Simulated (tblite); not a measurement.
# C5H9BOS3: the cost of one run

Programs: tblite 0.8.0 and PySCF 2.14.0, with density-fitted response routines of our own. Each step states its level of theory. These are calculated values for one molecule in the gas phase, unless marked as measured. Atoms count from 0, in the outputs and in this text.

## 1. The starting structure

19 atoms, charge 0, multiplicity 1; geometry from: force field or distance geometry start.

Bonds of the start (Å): C0–C1 1.34, C1–S2 1.78, S2–C3 1.82, C3–O4 1.40, O4–C5 1.41, C5–C6 1.51, C6–S7 1.82, S7–B8 1.91, B8–S9 1.90, S9–C5 1.79, C0–H10 1.08, C0–H11 1.08, C1–H12 1.08, C3–H13 1.10, C3–H14 1.11, C5–H15 1.11, C6–H16 1.12, C6–H17 1.11, B8–H18 1.19.

## 2. Optimising the geometry with GFN2-xTB

Job settings and geometry (Å):

```
{"job": {"kind": "relax", "xc": "GFN2-xTB", "basis": "xTB"}, "charge": 0, "multiplicity": 1}
C      3.858000     0.232800    -0.405400
C      2.978500     1.219500    -0.200500
S      1.252400     0.950800     0.118700
C      0.841600    -0.816300     0.294500
O     -0.538100    -0.870600     0.542100
C     -1.269200    -0.315000    -0.526400
C     -2.060300     0.841100     0.041400
S     -3.294600     0.024800     1.097000
B     -3.979900    -1.171700    -0.231000
S     -2.407800    -1.506500    -1.236600
H      3.517300    -0.789700    -0.402300
H      4.881200     0.531400    -0.577100
H      3.325400     2.245600    -0.187600
H      1.139700    -1.412600    -0.585500
H      1.324900    -1.229500     1.209900
H     -0.583800     0.051200    -1.324800
H     -2.607000     1.399100    -0.758100
H     -1.394600     1.501000     0.636500
H     -4.993400    -0.876100    -0.788900
```

The run is started by

```console
OMP_NUM_THREADS=1 python probes_run.py task.json out
```

The driver reads the jobs from task.json and runs them one after another.

**Question.** How long does this first job take on 1 thread of Intel Xeon at 2.50GHz, shared host, and how much memory does it need?

About 6.8 s, with a peak of 0.18 GiB.
